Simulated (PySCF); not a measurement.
# WH: bond curves at several levels of theory

What are the lowest state that PBE0 finds, the bond length, vibrational wavenumber and bond energy of WH, and how much do these hang on the method?

The runs use PySCF 2.14.0; H def2-TZVPP, W def2-TZVPP with ECP60, scalar-relativistic core potentials.

**1. The job**

The job is set up so:

- atoms: H, W
- charge: 0
- basis: H def2-TZVPP, W def2-TZVPP with ECP60
- Hamiltonian: scalar-relativistic core potentials
- basis functions: 70
- electrons treated: 15
- masses in u: 1.0078, 183.9509
- levels: PBE0, PBE, r²SCAN, LDA, BHandHLYP, M06-2X, BP86, ωB97M-V, HF, MP2, SCS-MP2, CCSD, CCSD(T)
- grid: 80 radial by 434 angular points
- occupations: held fixed by the projection of orbital angular momentum
- dissociation limit: H + W, each in its ground configuration
- starting distance in angstrom: 1.605
- values of 2S to try: 1, 3, 5, 7

Started as:

```
OMP_NUM_THREADS=1 python dia.py task.json out
```

Further steps of the session: First curve: PBE0; Other states along the same grid; PBE (GGA); r²SCAN; LDA; BHandHLYP (global hybrid GGA); M06-2X (hybrid meta-GGA); BP86 (GGA); ωB97M-V (range-separated hybrid); UHF (mean field); MP2 and coupled cluster.

Q: Predict the outcome of this session. Wanted: for each run, Re; ωe; De; μ.

The runs gave:

Lowest PBE0 solution found, without spin–orbit coupling: ⁶Σ⁺ (sextet), unpaired electrons σ ↑, π ↑↑, δ ↑↑. State 2 has its PBE0 minimum 1.18 eV higher. State 3 has its PBE0 minimum 1.42 eV higher. State 4 has its PBE0 minimum 1.66 eV higher, as a spin-mixed determinant (⟨S²⟩ = 2.51), so this is no gap between pure states. The other levels ran on the lowest alone.

| level | Re (Å) | ωe (cm⁻¹) | De (eV) | μ (D) |
| --- | --- | --- | --- | --- |
| UHF | 1.756 | 1840 | 2.78 | 2.51 |
| UHF-MP2 | 1.692 | 1999 | 3.16 | n/a |
| UHF-SCS-MP2 | 1.701 | 1979 | 2.90 | n/a |
| UHF-CCSD | 1.714 | 1924 | 3.24 | n/a |
| UHF-CCSD(T) | 1.713 | 1920 | 3.20 | n/a |
| LDA | 1.708 | 1927 | 3.78 | 1.68 |
| PBE | 1.715 | 1896 | 3.46 | 1.80 |
| BP86 | 1.715 | 1898 | 3.52 | 1.78 |
| r²SCAN | 1.714 | 1910 | 3.54 | 2.00 |
| PBE0 | 1.712 | 1925 | 3.44 | 2.04 |
| BHandHLYP | 1.720 | 1922 | 3.05 | 2.22 |
| M06-2X | 1.712 | 1923 | 2.95 | 1.84 |
| ωB97M-V | 1.719 | 1917 | 3.09 | 2.18 |

De is counted to H + W in their ground configurations. A positive dipole means H(−)W(+).

Differences from CCSD(T) in the same basis:

| level | Re (mÅ) | ωe (%) |
| --- | --- | --- |
| UHF | +43 | -4.1 |
| UHF-MP2 | -21 | +4.1 |
| UHF-SCS-MP2 | -12 | +3.1 |
| UHF-CCSD | +1 | +0.2 |
| LDA | -5 | +0.4 |
| PBE | +2 | -1.3 |
| BP86 | +2 | -1.2 |
| r²SCAN | +1 | -0.5 |
| PBE0 | -1 | +0.3 |
| BHandHLYP | +6 | +0.1 |
| M06-2X | -1 | +0.1 |
| ωB97M-V | +6 | -0.1 |

What this shows: Judged by CCSD(T) in the same basis: best bond length UHF-CCSD and r²SCAN and PBE0 (1 mÅ off), worst UHF (+43 mÅ); best wavenumber BHandHLYP and M06-2X and ωB97M-V (0.1 % off), worst UHF and UHF-MP2 (4.1 % off). Of the levels with a De here, UHF gives the least (2.78 eV) and LDA the most (3.78 eV).

Spin–orbit coupling is left out, which matters for elements this heavy, above all for dissociation energies. The state is the lowest single determinant that the PBE0 search found; with open d or f shells the true ground state can be another one. With spin–orbit coupling the term label itself may not hold.
